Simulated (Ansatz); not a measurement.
# C7H5BrO2: up Jacob's ladder to CCSD(T)

One table from this session's results is given with a row withheld; the runs are named, their logs left out.

Computed with Ansatz 0.2.0, Gaussian basis. Level: functionals in def2-TZVPP, the program's frozen cores in correlated methods.

Plan: LDA (SPW92), PBE-D4, revPBE-D4, BLYP-D4, r2SCAN-D4, B97M-V, PBE0-D4, B3LYP-D4, r2SCANh-D4, r2SCAN0-D4, HSE06-D4, BHLYP-D4, CAM-B3LYP-D4, LC-ωPBE, ωB97X-V, ωB97M-V, B2PLYP, PBE-QIDH; CCSD(T)/def2-SVP; CCSD(T)/def2-TZVPP; MP2/def2-QZVPP; extrapolation to the limit; RPA on PBE.

## Structure used throughout

An earlier PBE0-D4 in a triple-zeta def2 set relaxation fixed the geometry.

SMILES `O=C(O)c1ccccc1Br`, 15 atoms, charge 0, spin multiplicity 1.

Atoms are counted from 1 here; the program's logs count them from 0.

Bond lengths: O1–C2 1.205 Å, C2–O3 1.335 Å, C2–C4 1.491 Å, O3–H11 0.968 Å, C4–C5 1.398 Å, C4–C9 1.399 Å, C5–C6 1.379 Å, C5–H12 1.083 Å, C6–C7 1.387 Å, C6–H13 1.083 Å, C7–C8 1.382 Å, C7–H14 1.084 Å, C8–C9 1.390 Å, C8–H15 1.082 Å, C9–Br10 1.887 Å. Angles: O1–C2–O3 121.7°, O1–C2–C4 122.8°, O3–C2–C4 115.5°, C2–O3–H11 105.8°, C2–C4–C5 113.9°, C2–C4–C9 128.3°, C5–C4–C9 117.8°, C4–C5–C6 122.1°, C4–C5–H12 116.8°, C6–C5–H12 121.1°, C5–C6–C7 119.3°, C5–C6–H13 120.1°, C7–C6–H13 120.6°, C6–C7–C8 120.0°, C6–C7–H14 120.6°, C8–C7–H14 119.4°, C7–C8–C9 120.7°, C7–C8–H15 120.4° and more.

Set-up of the first run:

in.yaml reads:

```yaml
crystal:
  periodic: [false, false, false]
  atoms:
    - {symbol: O, position_ang: [1.459061, -0.814737, -2.387001]}
    - {symbol: C, position_ang: [1.397487, -0.986712, -1.195796]}
    - {symbol: O, position_ang: [2.223249, -1.823408, -0.563402]}
    - {symbol: C, position_ang: [0.404919, -0.288891, -0.330084]}
    - {symbol: C, position_ang: [-0.442977, 0.578239, -1.025477]}
    - {symbol: C, position_ang: [-1.423875, 1.309018, -0.389680]}
    - {symbol: C, position_ang: [-1.579528, 1.184713, 0.982486]}
    - {symbol: C, position_ang: [-0.755426, 0.335292, 1.697052]}
    - {symbol: C, position_ang: [0.232543, -0.400768, 1.054212]}
    - {symbol: Br, position_ang: [1.258945, -1.505669, 2.188663]}
    - {symbol: H, position_ang: [2.798448, -2.193314, -1.248344]}
    - {symbol: H, position_ang: [-0.295186, 0.652451, -2.095323]}
    - {symbol: H, position_ang: [-2.063252, 1.971432, -0.960077]}
    - {symbol: H, position_ang: [-2.343866, 1.748624, 1.504609]}
    - {symbol: H, position_ang: [-0.870532, 0.233741, 2.768182]}
basis:
  gaussian: {orbitals: def2-TZVPP}
hamiltonian: {xc: lda}
output: {orbitals: {seedname: orbitals}}
```

Run with:

```
ansatz run in.yaml --threads 4 --pin off --events-out ev --progress --plain --max-ram 41984MiB --backend cuda --devices 0, --max-vram 37GiB
```

Among the steps run: LDA; PBE-D4 (GGA); revPBE-D4 (GGA); BLYP-D4 (GGA); r2SCAN-D4 (meta-GGA); B97M-V (meta-GGA); PBE0-D4 (hybrid); B3LYP-D4 (hybrid); r2SCANh-D4 (hybrid); r2SCAN0-D4 (hybrid); HSE06-D4 (hybrid); BHLYP-D4 (hybrid); CAM-B3LYP-D4 (range-separated); LC-ωPBE (range-separated); ωB97X-V (range-separated); ωB97M-V (range-separated); B2PLYP (double hybrid); PBE-QIDH (double hybrid).

One of the session's tables, all rows but one given; the rest of the session is left out.

It belongs to the step «Frontier levels by functional». 

| functional | HOMO (eV) | LUMO (eV) | gap (eV) |
| --- | --- | --- | --- |
| LDA (SPW92) | -6.49 | -2.83 | 3.66 |
| PBE-D4 | -6.29 | -2.56 | 3.72 |
| revPBE-D4 | -6.21 | -2.47 | 3.75 |
| BLYP-D4 | -6.10 | -2.40 | 3.70 |
| r2SCAN-D4 | -6.51 | -2.46 | 4.04 |
| B97M-V | -6.51 | -2.35 | 4.15 |
| PBE0-D4 | -7.32 | -1.74 | 5.59 |
| B3LYP-D4 | -7.10 | -1.91 | 5.18 |
| r2SCANh-D4 | -6.89 | -2.15 | 4.74 |
| r2SCAN0-D4 | -7.47 | -1.69 | 5.78 |
| HSE06-D4 | ? | ? | ? |
| BHLYP-D4 | -8.17 | -0.74 | 7.43 |
| CAM-B3LYP-D4 | -8.51 | -0.67 | 7.84 |
| LC-ωPBE | -9.80 | 0.33 | 10.13 |
| ωB97X-V | -9.45 | 0.33 | 9.79 |
| ωB97M-V | -9.36 | 0.29 | 9.65 |

Q: Estimate the row for HSE06-D4 from the others.

As computed: HOMO (eV): -6.94; LUMO (eV): -2.11; gap (eV): 4.83. In the column «HOMO (eV)» it lies between B3LYP-D4 (-7.10) and r2SCANh-D4 (-6.89).
